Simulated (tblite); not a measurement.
# C7H13BO2: the cost of one run

The runs use tblite 0.8.0 and PySCF 2.14.0, with density-fitted response routines of our own; the level of theory stands in each step. All values are computed, except where a source is named. Atoms count from 0, in the outputs and in this text.

### Step 1. The molecule as given

23 atoms, charge 0, multiplicity 1; geometry from: force field or distance geometry start.

Bonds of the start (Å): B0–O1 1.41, O1–C2 1.36, C2–C3 1.52, C3–C4 1.49, C4–C5 1.32, C5–O6 1.39, O6–C7 1.41, C7–C8 1.51, C8–C9 1.52, C8–O1 1.32, C9–C3 1.50, B0–H10 1.20, B0–H11 1.20, B0–H12 1.21, C2–H13 1.11, C2–H14 1.11, C3–H15 1.11, C4–H16 1.09, C5–H17 1.10, C7–H18 1.11, C7–H19 1.11, C8–H20 1.12, C9–H21 1.11, C9–H22 1.08.

### Step 2. Relaxing the molecule with GFN2-xTB

Job settings and geometry (Å):

```
{"job": {"kind": "relax", "xc": "GFN2-xTB", "basis": "xTB"}, "charge": 0, "multiplicity": 1}
B     -2.358800    -0.299700     0.835000
O     -1.028800    -0.200200     0.382300
C     -0.102900    -1.114100     0.793500
C      0.916100    -1.159800    -0.337400
C      2.106700    -0.415200     0.172200
C      2.119200     0.837300     0.589700
O      1.056900     1.727700     0.561900
C      0.025900     1.815200    -0.399500
C     -0.668300     0.502300    -0.672900
C      0.226900    -0.434500    -1.460100
H     -3.170100     0.185300     0.100200
H     -2.445000     0.247900     1.897600
H     -2.626000    -1.457700     1.057900
H     -0.496900    -2.124100     1.016000
H      0.399300    -0.701500     1.691100
H      1.157900    -2.209100    -0.589300
H      3.068300    -0.921900     0.186300
H      3.057000     1.221900     1.009200
H      0.460100     2.204300    -1.346200
H     -0.691400     2.582300    -0.040700
H     -1.549900     0.756100    -1.321900
H      0.937300     0.115300    -2.119000
H     -0.398100    -1.130800    -1.996000
```

Run with:

```bash
> OMP_NUM_THREADS=1 python probes_run.py task.json out
```

One launch serves the whole session: the jobs run in the order shown.

Q: Estimate the wall time and peak memory of this first job on 1 thread of Arm Neoverse V1, shared host.

About 1 s, with a peak of 0.18 GiB.
